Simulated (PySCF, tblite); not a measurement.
**C3H6BF2O2 radical: geometry, infrared bands and EPR parameters**

Wanted: the infrared bands and EPR parameters of C3H6BF2O2 radical (`[O][C@@H](O)CCB(F)F`), by calculation.

Programs: tblite 0.8.0 and PySCF 2.14.0, with density-fitted response routines of our own. Each step states its level of theory. These are calculated values for one molecule in the gas phase, unless marked as measured. Atoms are numbered from 0 throughout.

### Step 1. The molecule as given

14 atoms, charge 0, multiplicity 2; geometry from: force field or distance geometry start.

Bonds of the start (Å): O0–C1 1.39, C1–O2 1.40, C1–C3 1.51, C3–C4 1.49, C4–B5 1.59, B5–F6 1.45, B5–F7 1.47, C1–H8 1.11, O2–H9 0.97, C3–H10 1.11, C3–H11 1.14, C4–H12 1.12, C4–H13 1.11.

### Step 2. Optimising the geometry with GFN2-xTB

Job settings and geometry (Å):

```
{"job": {"kind": "relax", "xc": "GFN2-xTB", "basis": "xTB"}, "charge": 0, "multiplicity": 2}
O     -1.343300     1.502700    -0.822600
C     -1.216300     0.571000     0.195000
O     -2.463100     0.108700     0.627000
C     -0.450900    -0.636300    -0.277200
C      0.933400    -0.364300    -0.748300
B      1.876000     0.291800     0.347900
F      2.481500     1.558900    -0.012500
F      2.583500    -0.670600     1.200100
H     -0.687600     1.045200     1.053400
H     -2.587900     0.204000     1.588400
H     -1.050300    -1.157100    -1.058500
H     -0.382700    -1.395000     0.574800
H      0.893200     0.272700    -1.667800
H      1.413800    -1.332200    -1.021800
```

Started as:

```bash
> OMP_NUM_THREADS=1 python probes_run.py task.json out
```

One launch serves the whole session: the jobs run in the order shown.

**Question.** This job is followed by: GFN2-xTB harmonic vibrations, gas phase; UKS B3LYP, pcH-1 on B C F H O, non-relativistic, mean-field spin-orbit, GIAO. What will the session give for the following? strongest single infrared mode (GFN2-xTB); zero-point energy (GFN2-xTB); g(iso) (B3LYP); ⟨S²⟩; largest a(iso) (averaged by class); potential on the surface of density 0.002 e/bohr³, 1st and 99th percentile.

The runs gave:

| quantity | value |
| --- | --- |
| strongest single infrared mode (GFN2-xTB) | 1272 cm⁻¹, 314 km/mol |
| zero-point energy (GFN2-xTB) | 59.3 kcal/mol |
| g(iso) (B3LYP) | 2.01035 |
| ⟨S²⟩ | 0.756 (exact 0.75) |
| largest a(iso) (averaged by class) | 1H on H8, 373.9 MHz |
| potential on the surface of density 0.002 e/bohr³, 1st and 99th percentile | -1.61 V and 2.44 V |

Relaxing lowered the energy by 1.505 eV in 111 steps; the close pair that moved most is B5–F7, from 1.467 to 1.321 Å. All 36 modes are real, so the xTB geometry is a minimum. The strongest single mode, at 1272 cm⁻¹, moves mainly B5. GFN2-xTB is a fitted tight-binding method: band positions and strengths are rough. Its intensities can rank the bands wrongly. Most of the unpaired spin sits on O0 (0.71 e). The isotropic g lies 8.0 ppt above the free-electron value. The conformer search (at its own cheap level) found a structure 34.7 kcal/mol lower, too far down for a turn about a bond: it may have other bonds, so these spectra needn't be the molecule's.
